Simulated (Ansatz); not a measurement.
# C2H7BOSi: the cost of one run

Program: Ansatz 0.2.0. Level of theory: RKS B3LYP-D4/STO-3G. These are calculated values, not measurements.

**1. The system as given**

Bond lengths: C1–C2 1.468 Å, C2–B3 1.600 Å, B3–Si4 2.008 Å, C2–O5 1.411 Å, Si4–O5 1.738 Å, C1–H6 1.119 Å, C1–H7 1.102 Å, C1–H8 1.171 Å, C2–H9 1.064 Å, B3–H10 1.181 Å, Si4–H11 1.479 Å, Si4–H12 1.421 Å. Angles (14 of 22 angles, heavy atoms first): C1–C2–B3 110.4°, C1–C2–O5 111.2°, B3–C2–O5 103.9°, C2–B3–Si4 81.0°, B3–Si4–O5 78.3°, C2–O5–Si4 96.7°, C1–C2–H9 111.4°, B3–C2–H9 110.3°, O5–C2–H9 109.4°, C2–C1–H6 115.3°, C2–C1–H7 112.6°, C2–C1–H8 109.2°, C2–B3–H10 142.4°, Si4–B3–H10 136.6°.

Structure file:

```xyz
12

C    -1.4045    0.7367   -0.1953
C    -0.2363   -0.0284   -0.6484
B     0.0860   -1.2133    0.3772
Si    1.8241   -0.2154    0.4952
O     0.9311    0.7633   -0.6304
H    -1.2963    1.2280    0.8043
H    -2.3282    0.1354   -0.1886
H    -1.5881    1.6294   -0.9298
H    -0.3836   -0.4178   -1.6278
H    -0.3760   -2.1917    0.8510
H     1.9359    0.4315    1.8206
H     2.9127   -0.9130   -0.0939
```

**2. End point A**

The input, input.yaml:

```yaml
crystal:
  periodic: [false, false, false]
  atoms:
    - { symbol: C, position_ang: [-1.4045, 0.7367, -0.1953] }
    - { symbol: C, position_ang: [-0.2363, -0.0284, -0.6484] }
    - { symbol: B, position_ang: [0.086, -1.2133, 0.3772] }
    - { symbol: Si, position_ang: [1.8241, -0.2154, 0.4952] }
    - { symbol: O, position_ang: [0.9311, 0.7633, -0.6304] }
    - { symbol: H, position_ang: [-1.2963, 1.228, 0.8043] }
    - { symbol: H, position_ang: [-2.3282, 0.1354, -0.1886] }
    - { symbol: H, position_ang: [-1.5881, 1.6294, -0.9298] }
    - { symbol: H, position_ang: [-0.3836, -0.4178, -1.6278] }
    - { symbol: H, position_ang: [-0.376, -2.1917, 0.851] }
    - { symbol: H, position_ang: [1.9359, 0.4315, 1.8206] }
    - { symbol: H, position_ang: [2.9127, -0.913, -0.0939] }
basis:
  gaussian: { orbitals: STO-3G }
hamiltonian:
  xc: b3lyp
  dispersion: d4
relax:
  f_tol: 0.015
  max_steps: 40
```

Run with:

```sh
$ ansatz run input.yaml --threads 1 --pin off --max-ram 2048MiB --backend cpu --events-out ev --progress --plain --runs-dir out
```

What time and memory should one allow on 1 thread of Intel Xeon at 2.50GHz (Skylake/Cascade Lake), shared host?

About 2.7 min, with a peak of 0.15 GiB.
